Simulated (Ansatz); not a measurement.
ReSbN:

```
Re Sb N
1.0
     3.43212    0.00000    0.00000
     0.00000    3.43212    0.00000
     0.00000    0.00000    8.59263
Re Sb N
2 2 2
Cartesian
  0.0000 1.7161 7.5034
  1.7161 0.0000 1.0892
  0.0000 1.7161 2.8653
  1.7161 0.0000 5.7273
  0.0000 0.0000 0.0000
  1.7161 1.7161 0.0000
```

The cell comes from a database or a generator and needn't be the stable form of this composition.

* Program: Ansatz 0.2.0
* Task: single point
* Functional: PBE
* Potentials or basis: Ansatz PAW
* Cutoff: 420 eV (not typed: the program's choice for these potentials)
* k mesh: 8 × 8 × 3
* Occupations: fermi-dirac, width 0.05 eV
* Spin: no spin polarisation

On this cell: pressure -1.3 GPa; largest force 0.307 eV/Å; band gap on the k mesh none (metal or under the smearing width).

The same run follows on a disturbed copy (atoms moved at random, drawn with an rms of 0.05 Å):

```xyz
6
Lattice="3.4321 0.0000 0.0000 0.0000 3.4321 0.0000 0.0000 0.0000 8.5926" Properties=species:S:1:pos:R:3 pbc="T T T"
Re   -0.0034    1.7403    7.5029
Re    1.7061    0.0215    1.0972
Sb   -0.0052    1.6801    2.8500
Sb    1.7195    0.0107    5.7043
N     0.0550   -0.0315    0.0156
N     1.6842    1.7112   -0.0306
```

Q: What does the disturbed cell give?

A: The energy (extrapolated to zero smearing) moves by +17.3 meV/atom; pressure -1.2 GPa; largest force 1.676 eV/Å; band gap on the k mesh none (metal or under the smearing width).

Forces on the atoms (eV/Å):
```
Re  -0.226 -0.800  0.131
Re   0.832 -0.625 -0.552
Sb   0.043  0.152  0.006
Sb  -0.074  0.022  0.194
N   -1.348  0.970 -0.226
N    0.771  0.282  0.447
```

Stress tensor (GPa, compression positive):
```
-0.46  0.03  2.23
 0.03 -2.38  0.86
 2.23  0.86 -0.73
```

Caveats: this functional lacks dispersion, which binds the layers, so the pressure and a relaxed spacing across them are unreliable (some runs).
